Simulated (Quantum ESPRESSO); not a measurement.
AlN: phonons with LDA

**What was measured.**

“Self-assembly of well-separated AlN nanowires directly on sputtered metallic TiN films”, 2019, arxiv:1910.07391 quotes, for a bulk crystal of AlN at 10 K: band gap 6.034 eV (an exciton energy, a little under the gap).

The system is AlN.

```xyz
4
Lattice="3.1317 0.0000 0.0000 -1.5658 2.7121 0.0000 0.0000 0.0000 4.9628" Properties=species:S:1:pos:R:3 pbc="T T T"
Al    0.0000    1.8081    0.0000
Al    1.5658    0.9040    2.4814
N     0.0000    1.8081    1.8859
N     1.5658    0.9040    4.3673
```

| Quantity | Value |
| --- | --- |
| Program | Quantum ESPRESSO 7.5 |
| Task | phonons |
| Functional | LDA |
| Potentials or basis | PseudoDojo 0.4.1 SR LDA standard |
| Cutoff | 1143 eV |
| Density cutoff | 4572 eV |
| k mesh | 8 × 8 × 5 |
| Occupations | fermi-dirac, width 0.05 eV |
| Spin | no spin polarisation |
| Form of the LDA correlation | PW92 |
| Mixing beta | 0.5 |
| Most SCF iterations | 120 |
| SCF threshold | 8e-10 Ry |

* Pressure after relaxing: -7.5 GPa
* Band gap on the k mesh: 4.11 eV, direct
* Electronic dielectric tensor (diagonal): 4.42, 4.42, 4.62
* Born charges (mean of the diagonal): Al +2.57; N -2.57 e
* Highest phonon frequency at Γ, LO-TO splitting left out: 709 cm⁻¹
* Static dielectric tensor (diagonal): 8.29, 8.29, 9.78

Stress tensor (GPa, compression positive):
```
-8.66  0.00  0.00
 0.00 -8.66  0.00
 0.00  0.00 -5.27
```

Step by step:
| step | energy change (eV) | largest force (eV/Å) | pressure (GPa) |
| --- | --- | --- | --- |
| 1 | 0.0000 | 0.2169 | -7.40 |
| 2 | -0.0028 | 0.1021 | -7.48 |
| 3 | -0.0037 | 0.0048 | -7.53 |
| 4 | -0.0037 | 0.0002 | -7.53 |

Final structure:
```yaml
crystal:
  lattice:
    - [3.13168, 0.00000, 0.00000]
    - [-1.56584, 2.71211, 0.00000]
    - [0.00000, 0.00000, 4.96284]
  atoms:
    - { symbol: Al, position: [0.33333, 0.66667, 0.99826] }
    - { symbol: Al, position: [0.66667, 0.33333, 0.49826] }
    - { symbol: N, position: [0.33333, 0.66667, 0.38174] }
    - { symbol: N, position: [0.66667, 0.33333, 0.88174] }
```

Levels at points of the mesh, in eV from the valence-band top:
```
            k point  band 5  band 6  band 7  band 8  band 9  band 10  band 11  band 12
 (0.00, 0.00, 0.00)   -0.98   -0.30   -0.30    0.00    4.11     6.32    10.41    10.76
(0.00, -0.50, 0.00)   -3.41   -2.21   -1.83   -0.76    5.55     5.71     7.95    10.03
```

Phonon frequencies in cm⁻¹ (negative: imaginary):
```tsv
q point	frequencies
(0.000, 0.000, 0.000)	0 0 0 244 244 533 593 631 631 644 644 709
```

Electronic dielectric tensor:
```
4.42 0.00 0.00
0.00 4.42 0.00
0.00 0.00 4.62
```

Born effective charge tensors (e):
atom 1, Al
```
2.52 0.00 0.00
0.00 2.52 0.00
0.00 0.00 2.68
```
atom 2, Al
```
2.52 0.00 0.00
0.00 2.52 0.00
0.00 0.00 2.68
```
atom 3, N
```
-2.52  0.00  0.00
 0.00 -2.52  0.00
 0.00  0.00 -2.68
```
atom 4, N
```
-2.52  0.00  0.00
 0.00 -2.52  0.00
 0.00  0.00 -2.68
```

Optical modes at Γ, degenerate ones joined, polar ones without the macroscopic field:
```tsv
cm⁻¹	components	symmetry	active in	IR intensity, summed ((D/Å)²/amu)
244	2	E2	Raman	0.00
533	1	B1	silent	0.00
593	1	A1	IR and Raman	35.95
631	2	E2	Raman	0.00
644	2	E1	IR and Raman	63.36
709	1	B1	silent	0.00
```

Zone-centre frequencies without and with the macroscopic field along z (cm⁻¹):
|  | optical modes in rising order |
| --- | --- |
| without | 244 244 533 593 631 631 644 644 709 |
| with the field | 244 244 533 631 631 644 644 709 864 |

Static dielectric tensor, electrons and zone-centre modes:
```
8.29 0.00 0.00
0.00 8.29 0.00
0.00 0.00 9.78
```

It took 5.1 min on 2 MPI ranks on Intel(R) Xeon(R) Platinum 8375C CPU @ 2.90GHz (Ice Lake), on a shared host, peak memory 0.18 GiB a rank.

Measured gap of AlN: 6.034 eV (an exciton energy, a little under the gap; 10 K; quoted in “Self-assembly of well-separated AlN nanowires directly on sputtered metallic TiN films”, 2019, arxiv:1910.07391). This calculation gives 4.11 eV (-1.93 eV). 2 values of this kind are on record (6.034 to 6.0343 eV); this one was drawn at random. The value is that of LDA, without temperature or zero-point motion. Semilocal functionals fall short of measured gaps as a rule.

Caveat: the cell is more than 3 GPa from zero pressure, which shifts response properties; on a mesh that holds Γ this program's dielectric tensor can be off by some percent beyond the error of the mesh.
